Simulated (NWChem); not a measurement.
**the pair P4···SiH4: a chain of runs**

Aim: the energy (singlet SiP4H4, B3LYP-D2/3-21G), then a single-point energy (singlet P4, B3LYP-D2/3-21G), then a single-point energy (singlet SiH4, B3LYP-D2/3-21G), then the energy (singlet P4, B3LYP-D2/3-21G), then a single-point energy (singlet SiH4, B3LYP-D2/3-21G) of H4P4Si and its partners. 

The results are computed with NWChem 7.3.0.

**1. The system as given**

SiP4H4: 9 atoms, total charge 0, spin state singlet. The two molecules were placed rigidly side by side, at 0.8 times their contact distance; the pair isn't optimised.

Bond lengths: P1–P2 2.184 Å, P1–P3 2.184 Å, P2–P3 2.184 Å, P1–P4 2.184 Å, P2–P4 2.184 Å, P3–P4 2.184 Å, Si5–H6 1.485 Å, Si5–H7 1.485 Å, Si5–H8 1.485 Å, Si5–H9 1.485 Å. Some angles: P1–P2–P3 60.0°, P1–P2–P4 60.0°, P3–P2–P4 60.0°, P2–P1–P3 60.0°, P2–P1–P4 60.0°, P3–P1–P4 60.0°, P1–P3–P2 60.0°, P1–P3–P4 60.0°, P2–P3–P4 60.0°, P1–P4–P2 60.0°.

**2. A single-point energy at B3LYP-D2/3-21G (run 1)**

work.nw reads:

```
start work
title "H4P4Si energy"
memory 2200 mb

geometry units angstrom noautosym nocenter noautoz
   P    -0.724800   -0.100000    1.119380
   P     1.294900    0.109800    0.315680
   P    -0.185000   -1.091700   -0.749820
   P    -0.385100    1.081900   -0.685220
   Si   -2.816800   -0.641050    4.202990
   H    -2.449000   -0.478870    2.773850
   H    -4.117990   -1.349030    4.301510
   H    -2.931020    0.695310    4.839390
   H    -1.769300   -1.431910    4.896840
end

basis spherical bse
   * library 3-21G
end

dft
   xc b3lyp
   disp vdw 2
   grid fine
   convergence energy 1e-08
   maxiter 100
   mulliken
   print low
end

task dft energy
```

On the command line:

```bash
$ nwchem work.nw > work.out
```

What it wrote, shortened:

```text
[...]
 d= 0,ls=0.0,diis     1  -1648.6658265324 -2.11D+03  2.25D-02  6.72D-01     1.7
[...]
 d= 0,ls=0.0,diis    10  -1648.7685261655 -2.90D-10  8.84D-08  4.96D-12    12.4
         Total DFT energy =    -1648.768526165482
      One electron energy =    -3201.567241534045
           Coulomb energy =     1206.065380775390
    Exchange-Corr. energy =     -115.316484525207
 Nuclear repulsion energy =      462.053603594313
    Dispersion correction =       -0.003784475933
[...]
      Total Density - Mulliken Population Analysis
     ---------------------------------------------
    Atom       Charge   Shell Charges
 -----------   ------   -------------------------------------------------------
    1 P   15    15.05   2.00  1.98  5.85  0.89  1.85  1.27  1.21
    2 P   15    14.98   2.00  1.97  5.85  0.89  1.86  1.27  1.14
    3 P   15    14.99   2.00  1.97  5.85  0.89  1.86  1.27  1.15
    4 P   15    14.99   2.00  1.97  5.85  0.89  1.86  1.27  1.14
    5 Si  14    13.57   2.00  1.97  5.86  0.75  1.70  0.58  0.72
    6 H    1     1.11   0.43  0.67
    7 H    1     1.11   0.44  0.67
    8 H    1     1.10   0.44  0.66
    9 H    1     1.10   0.44  0.67
[...]
```

Run time: 13 s. Hardware: 1 thread of AMD EPYC 7R43 (Zen 3), shared host; peak memory 0.12 GiB.

**3. P4: the energy at B3LYP-D2/3-21G (run 2)**

mymol.nw reads:

```
start mymol
title "P4 B3LYP"
memory 2200 mb

geometry units atomic noautosym nocenter noautoz
   P     -1.36967350    -0.18897261     2.11532163
   P      2.44700636     0.20749193     0.59654874
   P     -0.34959933    -2.06301401    -1.41695444
   P     -0.72773353     2.04449469    -1.29487814
end

basis spherical bse
   * library 3-21G
end

dft
   xc b3lyp
   disp vdw 2
   grid fine
   convergence energy 1e-08
   iterations 100
   mulliken
   noprint "final vectors analysis"
end

task dft
```

On the command line:

```bash
$ nwchem mymol.nw > mymol.out
```

What it wrote, shortened:

```text
[...]
          Wavefunction type:  closed shell.
          No. of atoms     :     4
          No. of electrons :    60
[...]
          Charge           :     0
          Spin multiplicity:     1
[...]
          AO basis - number of functions:    52
[...]
              XC Information
              --------------
                         B3LYP Method XC Potential
                     Hartree-Fock (Exact) Exchange  0.200
                        Slater Exchange Functional  0.800 local
                    Becke 1988 Exchange Functional  0.720 non-local
              Lee-Yang-Parr Correlation Functional  0.810
                  VWN I RPA Correlation Functional  0.190 local
[...]
 d= 0,ls=0.0,diis     1  -1358.3289215565 -1.69D+03  3.03D-02  5.94D-01     0.7
[...]
 d= 0,ls=0.0,diis     6  -1358.4217157383  3.43D-09  6.01D-06  6.05D-08     2.9
         Total DFT energy =    -1358.421715738298
      One electron energy =    -2530.392503980891
           Coulomb energy =      937.815377292639
    Exchange-Corr. energy =      -92.976882982692
 Nuclear repulsion energy =      327.132424329951
    Dispersion correction =       -0.000130397305
[...]
      Total Density - Mulliken Population Analysis
     ---------------------------------------------
    Atom       Charge   Shell Charges
 -----------   ------   -------------------------------------------------------
    1 P   15    15.00   2.00  1.97  5.85  0.89  1.86  1.27  1.15
    2 P   15    15.00   2.00  1.97  5.85  0.89  1.86  1.27  1.15
    3 P   15    15.00   2.00  1.97  5.85  0.89  1.86  1.27  1.15
    4 P   15    15.00   2.00  1.97  5.85  0.89  1.86  1.27  1.15
[...]
```

Run time: 3.6 s. Hardware: 1 thread of AMD EPYC 7R43 (Zen 3), shared host; peak memory 0.11 GiB.

**4. SiH4: the energy at B3LYP-D2/3-21G (run 3)**

nw.nw reads:

```
start nw
memory stack 880 mb heap 220 mb global 1100 mb
geometry units angstroms noautosym nocenter noautoz
  Si      -2.816800      -0.641050       4.202990
  H       -2.449000      -0.478870       2.773850
  H       -4.117990      -1.349030       4.301510
  H       -2.931020       0.695310       4.839390
  H       -1.769300      -1.431910       4.896840
end
basis "ao basis" spherical bse
  Si library 3-21G
  H library 3-21G
end
dft
  xc b3lyp
  disp vdw 2
  grid fine
  convergence energy 1e-08
  iterations 100
  mulliken
  noprint "final vectors analysis"
end
task dft energy
```

On the command line:

```bash
$ nwchem nw.nw > nw.out
```

What it wrote, shortened:

```text
[...]
          Wavefunction type:  closed shell.
          No. of atoms     :     5
          No. of electrons :    18
[...]
          Charge           :     0
          Spin multiplicity:     1
[...]
          AO basis - number of functions:    21
[...]
              XC Information
              --------------
                         B3LYP Method XC Potential
                     Hartree-Fock (Exact) Exchange  0.200
                        Slater Exchange Functional  0.800 local
                    Becke 1988 Exchange Functional  0.720 non-local
              Lee-Yang-Parr Correlation Functional  0.810
                  VWN I RPA Correlation Functional  0.190 local
[...]
 d= 0,ls=0.0,diis     1   -290.3355277697 -3.12D+02  1.36D-02  8.53D-02     0.3
[...]
 d= 0,ls=0.0,diis     6   -290.3473431889 -1.28D-09  2.86D-07  3.43D-11     1.2
         Total DFT energy =     -290.347343188877
      One electron energy =     -443.772917466183
           Coulomb energy =      154.487062721738
    Exchange-Corr. energy =      -22.330427622709
 Nuclear repulsion energy =       21.270588531555
    Dispersion correction =       -0.001649353277
[...]
      Total Density - Mulliken Population Analysis
     ---------------------------------------------
    Atom       Charge   Shell Charges
 -----------   ------   -------------------------------------------------------
    1 Si  14    13.60   2.00  1.97  5.86  0.75  1.70  0.59  0.74
    2 H    1     1.10   0.44  0.66
    3 H    1     1.10   0.44  0.66
    4 H    1     1.10   0.44  0.66
    5 H    1     1.10   0.44  0.66
[...]
```

Run time: 1.8 s. Hardware: 1 thread of AMD EPYC 7R43 (Zen 3), shared host; peak memory 0.11 GiB.

**5. P4 among ghost functions: the energy at B3LYP-D2/3-21G (with ghost functions) (run 4)**

calc.nw reads:

```
start calc
title "P4 energy"
memory total 2200 mb
geometry units bohr noautosym nocenter noautoz
 P   -1.36967350  -0.18897261   2.11532163
 P    2.44700636   0.20749193   0.59654874
 P   -0.34959933  -2.06301401  -1.41695444
 P   -0.72773353   2.04449469  -1.29487814
 bqSi    -5.322981    -1.211409     7.942500
 bqH     -4.627939    -0.904933     5.241817
 bqH     -7.781873    -2.549297     8.128676
 bqH     -5.538825     1.313945     9.145122
 bqH     -3.343492    -2.705918     9.253686
end
basis spherical bse
 P library 3-21G
 bqSi library Si 3-21G
 bqH library H 3-21G
end
dft
 xc b3lyp
 disp vdw 2
 grid fine
 convergence energy 1e-08
 iterations 100
 mulliken
 noprint "final vectors analysis"
end
task dft energy
```

On the command line:

```bash
$ nwchem calc.nw > calc.out
```

What it wrote, shortened:

```text
[...]
          Wavefunction type:  closed shell.
          No. of atoms     :     9
          No. of electrons :    60
[...]
          Charge           :     0
          Spin multiplicity:     1
[...]
          AO basis - number of functions:    73
[...]
              XC Information
              --------------
                         B3LYP Method XC Potential
                     Hartree-Fock (Exact) Exchange  0.200
                        Slater Exchange Functional  0.800 local
                    Becke 1988 Exchange Functional  0.720 non-local
              Lee-Yang-Parr Correlation Functional  0.810
                  VWN I RPA Correlation Functional  0.190 local
[...]
 d= 0,ls=0.0,diis     1  -1358.3325771314 -1.69D+03  2.21D-02  5.92D-01     1.6
[...]
 d= 0,ls=0.0,diis     7  -1358.4250414732 -4.95D-09  6.23D-07  1.08D-10     8.3
         Total DFT energy =    -1358.425041473230
      One electron energy =    -2530.386889271746
           Coulomb energy =      937.801957440851
    Exchange-Corr. energy =      -92.972403574980
 Nuclear repulsion energy =      327.132424329951
    Dispersion correction =       -0.000130397305
[...]
      Total Density - Mulliken Population Analysis
     ---------------------------------------------
    Atom       Charge   Shell Charges
 -----------   ------   -------------------------------------------------------
    1 P   15    15.05   2.00  1.98  5.85  0.88  1.86  1.29  1.19
    2 P   15    14.98   2.00  1.97  5.85  0.89  1.86  1.27  1.14
    3 P   15    14.99   2.00  1.97  5.85  0.89  1.86  1.27  1.15
    4 P   15    14.99   2.00  1.97  5.85  0.89  1.86  1.27  1.14
    5 X    0     0.01  -0.00 -0.00 -0.00 -0.00  0.00  0.01  0.00
    6 X    0    -0.02   0.00 -0.02
    7 X    0    -0.00   0.00 -0.00
    8 X    0    -0.00  -0.00 -0.00
    9 X    0     0.00  -0.00  0.00
[...]
```

It took 9 s on 1 thread of AMD EPYC 7R43 (Zen 3), shared host; peak memory 0.12 GiB.

**6. SiH4 among ghost functions: a single-point energy at B3LYP-D2/3-21G (with ghost functions) (run 5)**

mol.nw reads:

```
start mol
title "H4Si B3LYP"
memory stack 880 mb heap 220 mb global 1100 mb
charge 0
geometry units atomic noautosym nocenter noautoz
 Si    -5.32298055    -1.21140893     7.94250000
 H     -4.62793928    -0.90493315     5.24181681
 H     -7.78187328    -2.54929723     8.12867582
 H     -5.53882507     1.31394547     9.14512171
 H     -3.34349243    -2.70591774     9.25368648
 bqP     -1.369673    -0.188973     2.115322
 bqP      2.447006     0.207492     0.596549
 bqP     -0.349599    -2.063014    -1.416954
 bqP     -0.727734     2.044495    -1.294878
end
basis spherical bse
 Si library 3-21G
 H library 3-21G
 bqP library P 3-21G
end
dft
 xc b3lyp
 disp vdw 2
 grid fine
 convergence energy 1e-08
 iterations 100
 mulliken
 noprint "final vectors analysis"
end
task dft
```

On the command line:

```bash
$ nwchem mol.nw > mol.out
```

What it wrote, shortened:

```text
[...]
          Wavefunction type:  closed shell.
          No. of atoms     :     9
          No. of electrons :    18
[...]
          Charge           :     0
          Spin multiplicity:     1
[...]
          AO basis - number of functions:    73
[...]
              XC Information
              --------------
                         B3LYP Method XC Potential
                     Hartree-Fock (Exact) Exchange  0.200
                        Slater Exchange Functional  0.800 local
                    Becke 1988 Exchange Functional  0.720 non-local
              Lee-Yang-Parr Correlation Functional  0.810
                  VWN I RPA Correlation Functional  0.190 local
[...]
 d= 0,ls=0.0,diis     1   -290.3365881325 -3.12D+02  3.92D-03  8.61D-02     1.5
[...]
 d= 0,ls=0.0,diis     6   -290.3484209751 -1.46D-09  1.27D-07  4.43D-11     6.9
         Total DFT energy =     -290.348420975145
      One electron energy =     -443.763298318795
           Coulomb energy =      154.474727901755
    Exchange-Corr. energy =      -22.328788206235
 Nuclear repulsion energy =       21.270587000751
    Dispersion correction =       -0.001649352621
[...]
      Total Density - Mulliken Population Analysis
     ---------------------------------------------
    Atom       Charge   Shell Charges
 -----------   ------   -------------------------------------------------------
    1 Si  14    13.59   2.00  1.97  5.86  0.75  1.70  0.58  0.73
    2 H    1     1.11   0.44  0.67
    3 H    1     1.10   0.44  0.67
    4 H    1     1.10   0.44  0.66
    5 H    1     1.10   0.44  0.66
    6 X    0    -0.00  -0.00 -0.00 -0.00 -0.00  0.00  0.01 -0.01
    7 X    0    -0.00   0.00  0.00 -0.00  0.00 -0.00 -0.00 -0.00
    8 X    0    -0.00  -0.00 -0.00 -0.00 -0.00 -0.00 -0.00 -0.00
    9 X    0    -0.00   0.00  0.00 -0.00 -0.00 -0.00 -0.00 -0.00
[...]
```

It took 7.8 s on 1 thread of AMD EPYC 7R43 (Zen 3), shared host; peak memory 0.12 GiB.

**7. What came out**

| quantity | value |
| --- | --- |
| run 1, B3LYP-D2/3-21G: total energy | -1648.76853 Eh |
| run 1, B3LYP-D2/3-21G: dispersion energy | -9.94 kJ/mol |
| P4: total energy | -1358.42172 Eh |
| P4: dipole moment | 0.00 D |
| P4: dispersion energy | -0.34 kJ/mol |
| SiH4: total energy | -290.34734 Eh |
| SiH4: dipole moment | 0.00 D |
| SiH4: dispersion energy | -4.33 kJ/mol |
| P4 among ghost functions: total energy | -1358.42504 Eh |
| P4 among ghost functions: dipole moment | 0.01 D |
| P4 among ghost functions: dispersion energy | -0.34 kJ/mol |
| SiH4 among ghost functions: total energy | -290.34842 Eh |
| SiH4 among ghost functions: dipole moment | 0.02 D |
| SiH4 among ghost functions: dispersion energy | -4.33 kJ/mol |
| interaction energy of the rigid parts P4 and SiH4 (parts in their own basis; closest atoms 2.42 Å apart) | 0.014 eV |
| interaction energy of the rigid parts P4 and SiH4 (parts in the whole basis, counterpoise; closest atoms 2.42 Å apart) | 0.134 eV |

What this shows: The interaction energy of the rigid parts P4 and SiH4 (parts in their own basis; closest atoms 2.42 Å apart) is 0.01 eV (0.3 kcal/mol). Without counterpoise this holds the superposition error of the basis. The interaction energy of the rigid parts P4 and SiH4 (parts in the whole basis, counterpoise; closest atoms 2.42 Å apart) is 0.13 eV (3.1 kcal/mol): the parts repel at this shape. The basis-set superposition error is 11.6 kJ/mol. Mulliken charges (run 1, B3LYP-D2/3-21G) run from -0.11 on H6 to +0.43 on Si5; they depend strongly on the basis. Mulliken charges (SiH4) run from -0.10 on H2 to +0.40 on Si1.
